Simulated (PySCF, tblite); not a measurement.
# C₃H₈NOSi radical: geometry, infrared bands and EPR parameters

Wanted: the infrared bands and EPR parameters of C₃H₈NOSi radical (`C[CH]C(=O)[SiH2]N`), by calculation.

Computed with tblite 0.8.0 and PySCF 2.14.0, with density-fitted response routines of our own, on a single molecule in the gas phase. Atoms are numbered from 0 throughout.

## Step 1: Starting geometry

14 atoms, charge 0, multiplicity 2; geometry from: force field or distance geometry start.

Bonds of the start (Å): C0–C1 1.48, C1–C2 1.50, C2–O3 1.25, C2–Si4 1.84, Si4–N5 1.76, C0–H6 1.12, C0–H7 1.09, C0–H8 1.11, C1–H9 1.14, Si4–H10 1.45, Si4–H11 1.49, N5–H12 1.04, N5–H13 1.04.

## Step 2: Optimising the geometry with GFN2-xTB

What the job is given:

```
{"job": {"kind": "relax", "xc": "GFN2-xTB", "basis": "xTB"}, "charge": 0, "multiplicity": 2}
C     -2.495700    -0.206000     0.331300
C     -1.180200    -0.000600     0.985600
C     -0.099800     0.045100    -0.054300
O     -0.361700    -0.438600    -1.174000
Si     1.527800     0.823700     0.285500
N      2.854200    -0.330700     0.215900
H     -2.494600     0.378000    -0.627100
H     -2.657600    -1.249800     0.060700
H     -3.335500     0.150500     0.963900
H     -0.948200    -0.866500     1.689600
H      1.402800     1.562400     1.522200
H      1.744000     1.777500    -0.834400
H      2.599400    -1.258500    -0.177800
H      3.444400    -0.386900     1.070800
```

Started as:

```console
$ OMP_NUM_THREADS=1 python probes_run.py task.json out
```

This one command runs all jobs of the session in turn.

The log of the run:

```text
step      E/eV     max force
  0    -519.87151    2.972
  1    -520.14731    1.961
  2    -520.28913    1.124
  3    -520.36409    1.000
  4    -520.51677    1.406
  5    -520.62227    1.796
  6    -520.73928    1.262
  7    -520.81343    0.868
  8    -520.87746    0.985
  9    -520.93189    0.898
 10    -520.96632    0.598
 11    -520.98872    0.578
 12    -521.00891    0.517
 13    -521.02704    0.378
 14    -521.03792    0.302
 15    -521.04421    0.282
 16    -521.04976    0.296
 17    -521.05731    0.334
 18    -521.06443    0.248
 19    -521.07118    0.281
 20    -521.07873    0.225
 21    -521.08743    0.312
 22    -521.09594    0.302
 23    -521.10342    0.226
 24    -521.10968    0.226
 25    -521.11492    0.146
 26    -521.11887    0.142
 27    -521.12158    0.127
 28    -521.12448    0.168
 29    -521.12888    0.224
 30    -521.13383    0.226
 31    -521.13789    0.195
 32    -521.14067    0.109
 33    -521.14179    0.068
 34    -521.14250    0.094
 35    -521.14340    0.081
 36    -521.14395    0.061
 37    -521.14450    0.060
 38    -521.14519    0.082
 39    -521.14603    0.099
 40    -521.14667    0.067
 41    -521.14701    0.041
 42    -521.14720    0.035
 43    -521.14740    0.043
 44    -521.14770    0.064
 45    -521.14812    0.087
 46    -521.14864    0.089
 47    -521.14919    0.064
 48    -521.14973    0.060
 49    -521.15028    0.058
 50    -521.15078    0.094
 51    -521.15122    0.058
 52    -521.15168    0.066
 53    -521.15241    0.076
 54    -521.15348    0.084
 55    -521.15501    0.085
 56    -521.15648    0.091
 57    -521.15755    0.086
 58    -521.15791    0.170
 59    -521.15905    0.092
 60    -521.15971    0.069
 61    -521.16082    0.078
 62    -521.16122    0.068
 63    -521.16186    0.085
 64    -521.16258    0.082
 65    -521.16334    0.064
 66    -521.16412    0.069
 67    -521.16483    0.054
 68    -521.16534    0.070
 69    -521.16595    0.089
 70    -521.16683    0.096
 71    -521.16907    0.170
 72    -521.17103    0.135
 73    -521.17254    0.095
 74    -521.17452    0.143
 75    -521.17562    0.138
 76    -521.17679    0.117
 77    -521.17929    0.072
 78    -521.17983    0.083
 79    -521.18045    0.082
 80    -521.18231    0.093
 81    -521.18364    0.119
 82    -521.18599    0.107
 83    -521.18774    0.107
 84    -521.18905    0.105
 85    -521.19022    0.103
 86    -521.19156    0.113
 87    -521.19367    0.144
 88    -521.19513    0.122
 89    -521.19683    0.148
 90    -521.19859    0.147
 91    -521.20001    0.159
 92    -521.20119    0.097
 93    -521.20228    0.064
 94    -521.20310    0.053
 95    -521.20350    0.058
 96    -521.20392    0.060
 97    -521.20449    0.066
 98    -521.20502    0.048
 99    -521.20548    0.075
100    -521.20581    0.048
101    -521.20612    0.058
102    -521.20652    0.058
103    -521.20681    0.051
104    -521.20718    0.036
105    -521.20746    0.039
106    -521.20765    0.048
107    -521.20788    0.049
108    -521.20815    0.036
109    -521.20838    0.044
110    -521.20856    0.043
111    -521.20870    0.037
112    -521.20893    0.033
113    -521.20917    0.042
114    -521.20946    0.044
115    -521.20967    0.035
116    -521.20986    0.037
117    -521.21014    0.054
118    -521.21066    0.086
119    -521.21162    0.113
120    -521.21060    0.221
121    -521.21323    0.068
122    -521.21383    0.051
123    -521.21440    0.058
124    -521.21461    0.050
125    -521.21477    0.027
126    -521.21520    0.036
127    -521.21535    0.096
128    -521.21574    0.068
129    -521.21596    0.048
130    -521.21566    0.106
131    -521.21637    0.036
132    -521.21654    0.041
133    -521.21654    0.062
134    -521.21690    0.030
135    -521.21700    0.027
136    -521.21727    0.055
137    -521.21745    0.021
138    -521.21774    0.056
139    -521.21804    0.061
140    -521.21844    0.052
141    -521.21905    0.104
142    -521.21982    0.098
143    -521.22065    0.187
144    -521.22186    0.138
145    -521.22325    0.074
146    -521.22408    0.052
147    -521.22453    0.067
148    -521.22480    0.051
149    -521.22513    0.030
150    -521.22530    0.033
151    -521.22546    0.037
152    -521.22563    0.039
153    -521.22587    0.040
154    -521.22617    0.051
155    -521.22649    0.049
156    -521.22677    0.054
157    -521.22698    0.045
158    -521.22713    0.032
159    -521.22721    0.038
160    -521.22726    0.016
161    -521.22729    0.012
162    -521.22730    0.008
```

It took 1.4 s on 1 thread of Arm Neoverse N1, shared host.

Step by step: (not every step is listed)

```
step  energy from step 0 (eV)  largest force (eV/Å)
   0                   0.0000                2.9725
   1                  -0.2758                1.9612
   2                  -0.4176                1.1236
   3                  -0.4926                0.9999
   4                  -0.6453                1.4062
   5                  -0.7508                1.7961
   6                  -0.8678                1.2616
   7                  -0.9419                0.8677
   8                  -1.0060                0.9851
  22                  -1.2244                0.3018
  36                  -1.2724                0.0614
  50                  -1.2793                0.0938
  64                  -1.2911                0.0821
  78                  -1.3083                0.0832
  92                  -1.3297                0.0973
 106                  -1.3361                0.0477
 120                  -1.3391                0.2210
 134                  -1.3454                0.0301
 148                  -1.3533                0.0507
 157                  -1.3555                0.0446
 158                  -1.3556                0.0325
 159                  -1.3557                0.0382
 160                  -1.3558                0.0159
 161                  -1.3558                0.0117
 162                  -1.3558                0.0078
```

Distances of close pairs at the start and the end, largest changes first:

```
   bond  before (Å)  after (Å)  change (Å)
  C1–C2       1.500      1.368      -0.132
 C2–Si4       1.836      1.966      +0.131
  C1–H9       1.140      1.078      -0.061
 Si4–N5       1.760      1.707      -0.053
  C0–H6       1.122      1.088      -0.035
 N5–H13       1.040      1.006      -0.035
 N5–H12       1.040      1.010      -0.030
Si4–H11       1.487      1.468      -0.018
```

The end geometry stands in the next job.

## Step 3: Vibrational analysis with GFN2-xTB

What the job is given:

```
{"job": {"kind": "ir", "xc": "GFN2-xTB", "basis": "xTB"}, "charge": 0, "multiplicity": 2}
C     -2.547167    -0.203113     0.155369
C     -1.205607    -0.134794     0.803041
C     -0.057629    -0.409957     0.110854
O      0.162506    -1.088376    -0.895115
Si     1.506720     0.612797     0.722275
N      2.791100    -0.241697    -0.008541
H     -2.483841    -0.770510    -0.770357
H     -3.252810    -0.687759     0.831885
H     -2.940325     0.791866    -0.068518
H     -1.142854     0.338867     1.769821
H      1.576570     0.503548     2.179117
H      1.304282     2.003355     0.296334
H      2.568429    -0.850901    -0.782213
H      3.719948     0.136201    -0.086092
```

The log of the run:

```text
mode    cm-1     km/mol
  1      27.5      2.23
  2     116.2      0.99
  3     133.9      0.80
  4     166.3      0.50
  5     206.6      2.67
  6     238.2     13.77
  7     275.5      1.04
  8     381.5     10.29
  9     412.3    167.43
 10     440.6    145.03
 11     550.7     27.31
 12     572.1      7.95
 13     648.7    184.68
 14     668.9     79.59
 15     680.5     29.71
 16     787.0    137.73
 17     816.5    302.20
 18     940.9    139.35
 19     955.0      5.74
 20    1004.1      3.09
 21    1092.2      8.41
 22    1146.7    109.01
 23    1324.8    154.13
 24    1382.9      6.73
 25    1460.2      6.36
 26    1478.2      5.34
 27    1481.3     75.36
 28    1651.0    212.41
 29    2202.4    393.72
 30    2259.3    193.46
 31    2949.4     35.56
 32    2984.6     22.04
 33    3040.5      8.47
 34    3083.8     42.12
 35    3444.7     23.78
 36    3509.5      2.28
```

It took 0.56 s on 1 thread of Arm Neoverse N1, shared host.

Which atoms move in the most intense modes:

```
cm⁻¹  km/mol                                  atoms
 412   167.4  H12 34 %, H13 24 %, N5 16 %, H10 13 %
 441   145.0  H10 25 %, H11 18 %, C2 14 %, Si4 12 %
 649   184.7                       C2 48 %, C1 13 %
 816   302.2            H13 32 %, H12 31 %, N5 13 %
1325   154.1                       H9 40 %, C1 36 %
1651   212.4                       C2 64 %, O3 27 %
2202   393.7                               H11 91 %
2259   193.5                               H10 91 %
```

## Step 4: g tensor and hyperfine couplings: B3LYP/pcH-1

The job, as its differences from that of step 3:

```diff
@@ -1,2 +1,2 @@
-{"job": {"kind": "ir", "xc": "GFN2-xTB", "basis": "xTB"}, "charge": 0, "multiplicity": 2}
+{"job": {"kind": "epr", "basis": "pcH-1"}, "charge": 0, "multiplicity": 2}
 C     -2.547167    -0.203113     0.155369
```

Method: UKS B3LYP, pcH-1 on C H N O Si, non-relativistic, mean-field spin-orbit, GIAO.

The log of the run:

```text
UKS, coarse grid
  cycle   1  E = -538.42348739  |g| = 6.54e-01
  cycle   2  E = -537.15067484  |g| = 1.75e+00
  cycle   3  E = -538.54595710  |g| = 3.19e-01
  cycle   4  E = -538.59139458  |g| = 1.21e-01
  cycle   5  E = -538.59761755  |g| = 3.37e-02
  cycle   6  E = -538.59822159  |g| = 1.56e-02
  cycle   7  E = -538.59840570  |g| = 6.06e-03
  cycle   8  E = -538.59846990  |g| = 2.91e-03
  cycle   9  E = -538.59847920  |g| = 1.50e-03
  cycle  10  E = -538.59848351  |g| = 1.04e-03
  cycle  11  E = -538.59848620  |g| = 4.82e-04
UKS, final grid
  cycle   1  E = -538.59845837  |g| = 3.99e-04
  cycle   2  E = -538.59845871  |g| = 6.74e-04
  cycle   3  E = -538.59845894  |g| = 2.14e-04
  cycle   4  E = -538.59845910  |g| = 1.91e-04
  cycle   5  E = -538.59845939  |g| = 6.68e-05
  cycle   6  E = -538.59845940  |g| = 8.37e-06
E = -538.59845940 Eh   <S^2> = 0.7660 (exact 0.7500)
g shifts (ppm)      1          2          3
  rmc          -200       -200       -200
  gc             -6         23         52
  oz_so         205       2264       9113
  total          -0       2087       8965
hyperfine (MHz)  atom isotope    a_iso     a_fc   dipolar eigenvalues
    0   13C     -20.91     -20.89     -3.04     -0.95      3.99
    1   13C      54.42      54.66    -55.43    -54.21    109.64
    2   13C     -36.76     -36.93    -20.39      5.48     14.91
    3   17O     -25.96     -24.97   -109.55     51.37     58.17
    4  29Si     -31.83     -31.86    -10.58      4.81      5.77
    5   14N       0.06       0.06     -0.42     -0.21      0.63
    6    1H       4.20       4.21     -4.71     -0.90      5.61
    7    1H      78.03      78.03     -4.87     -1.47      6.34
    8    1H      85.75      85.75     -4.11     -3.82      7.93
    9    1H     -38.92     -38.91    -25.58     -3.03     28.60
   10    1H      14.68      14.68     -2.08     -1.34      3.42
   11    1H      -7.34      -7.34     -2.14     -1.44      3.59
   12    1H      -0.10      -0.10     -2.68     -1.58      4.26
   13    1H       2.56       2.56     -1.13     -0.80      1.94
```

Wall time 82 s (1 thread of Arm Neoverse N1, shared host); peak memory 0.91 GiB.

Principal g values 2.00232, 2.00441, 2.01128; g(iso) = 2.00600, against 2.00232 for a free electron.

Mean a(iso) over the nuclei that a row names, and the largest dipolar term of the row (other rows stand at the frozen geometry):

```
    nuclei  isotope  a(iso) (MHz)  a(iso) (G, at g = 2.0023)  largest dipolar term (MHz)
H6, H7, H8       1H          56.0                       20.0                         7.9
        C1      13C          54.4                       19.4                       109.6
        H9       1H         -38.9                      -13.9                        28.6
        C2      13C         -36.8                      -13.1                       -20.4
       Si4     29Si         -31.8                      -11.4                       -10.6
        O3      17O         -26.0                       -9.3                      -109.5
        C0      13C         -20.9                       -7.5                         4.0
  H10, H11       1H           3.7                        1.3                         3.6
  H12, H13       1H           1.2                        0.4                         4.3
        N5      14N           0.1                        0.0                         0.6
```

Mulliken spin populations:

C0 -0.04; C1 0.70; C2 -0.06; O3 0.33; Si4 0.04; N5 0.00; H6 0.00; H7 0.03; H8 0.03; H9 -0.03; H10 0.01; H11 0.00; H12 0.00; H13 0.00

In first order the couplings over 0.8 MHz of 1H give 72 distinct lines over 77.3 G, if the averaged nuclei exchange fast; the same motion can average rows kept apart here too.

The fields below are evaluated on a grid from the run's orbitals.

ELF in a plane through or near 8 of the atoms.

Values, 10 rows by 14 columns:
```
0.00 0.00 0.00 0.00 0.00 0.00 0.00 0.00 0.00 0.00 0.00 0.00 0.00 0.00
0.00 0.00 0.00 0.00 0.00 0.01 0.00 0.00 0.00 0.00 0.00 0.00 0.00 0.00
0.00 0.00 0.00 0.00 0.21 0.55 0.11 0.00 0.11 0.01 0.00 0.00 0.00 0.00
0.00 0.00 0.00 0.01 0.51 0.93 0.38 0.08 0.98 0.18 0.01 0.01 0.00 0.00
0.00 0.00 0.06 0.07 0.28 0.64 0.37 0.13 0.83 0.31 0.36 0.26 0.01 0.00
0.00 0.00 0.90 0.93 0.83 0.15 0.96 0.45 0.29 0.72 0.69 0.71 0.03 0.00
0.00 0.00 0.72 0.73 0.74 0.13 0.43 0.63 0.07 0.84 0.78 0.14 0.01 0.00
0.00 0.00 0.01 0.19 0.99 0.05 0.90 0.71 0.13 0.96 0.97 0.04 0.00 0.00
0.00 0.00 0.00 0.00 0.08 0.01 0.38 0.52 0.08 0.02 0.05 0.00 0.00 0.00
0.00 0.00 0.00 0.00 0.00 0.00 0.00 0.00 0.00 0.00 0.00 0.00 0.00 0.00
```
The map spans 12.7 Å across and 8.7 Å up, centred on the molecule. Atoms in the plane (x, y in Å): C0 (2.6, -0.2), C2 (0.1, -0.4), O3 (-0.1, -1.6), Si4 (-1.5, 0.7), N5 (-2.8, -0.5), H6 (2.5, -1.3), H12 (-2.5, -1.4), H13 (-3.7, -0.3).

log10 of the density (e/Å³) in the same plane.

Ten even steps from ' ' (-4.0) to '@' (2.2):
```
                                                        
                                                        
                ..........                              
              ..::::::::::........                      
            ..::----------::::::::::..                  
          ..::--====++====------==----::....            
          ..::--==++++++========++==----::::....        
        ..::--====++****++====++**++====----::::..      
      ..::--====++**%%##++++++******++++++==--::..      
      ::--==++++****%%##********##********++==--::      
    ..--==++**************************##**++==--::      
    ..--==****####**++++**##%%********##**++==--::      
    ..--==++**####**++==********++++******==--::..      
      ::--==++******==++**####**====++**++==--::..      
      ..::--==++**++==++##@@##**====++++==--::..        
        ....::--==----==++****++----------::..          
            ..::::::::--========--::::::::..            
                ......::------::........                
                        ........                        
                                                        
```
The map spans 12.7 Å across and 8.7 Å up, centred on the molecule. Atoms in the plane (x, y in Å): C0 (2.6, -0.2), C2 (0.1, -0.4), O3 (-0.1, -1.6), Si4 (-1.5, 0.7), N5 (-2.8, -0.5), H6 (2.5, -1.3), H12 (-2.5, -1.4), H13 (-3.7, -0.3).

On the surface of density 0.002 e/bohr³ the electrostatic potential runs, from the 1st to the 99th percentile, from -1.57 V near O3 to 1.50 V near H13.

The spin density lies nearest to C1 42 %; O3 28 %; C2 13 %.

## Step 5: Summary of results

```
                                                                  quantity                       value
                                 strongest single infrared mode (GFN2-xTB)       2202 cm⁻¹, 394 km/mol
                                              zero-point energy (GFN2-xTB)               63.6 kcal/mol
                                                            g(iso) (B3LYP)                     2.00600
                                                                      ⟨S²⟩          0.766 (exact 0.75)
                                        largest a(iso) (averaged by class)  1H on H6, H7, H8, 56.0 MHz
potential on the surface of density 0.002 e/bohr³, 1st and 99th percentile          -1.57 V and 1.50 V
```

Over 162 steps the energy fell by 1.356 eV; of the close pairs, C1–C2 changed most, 1.500 to 1.368 Å. All 36 modes are real, so the xTB geometry is a minimum. The strongest single mode, at 2202 cm⁻¹, moves mainly H11. GFN2-xTB is a fitted tight-binding method: band positions and strengths are rough. Its intensities can rank the bands wrongly. The largest share of the spin, 0.70 e, sits on C1. The isotropic g lies 3.7 ppt above the free-electron value. These values are for one conformer; the search (at its own cheap level) found 2 more, at 0.20, 1.02 kcal/mol, and measured spectra average over such forms.
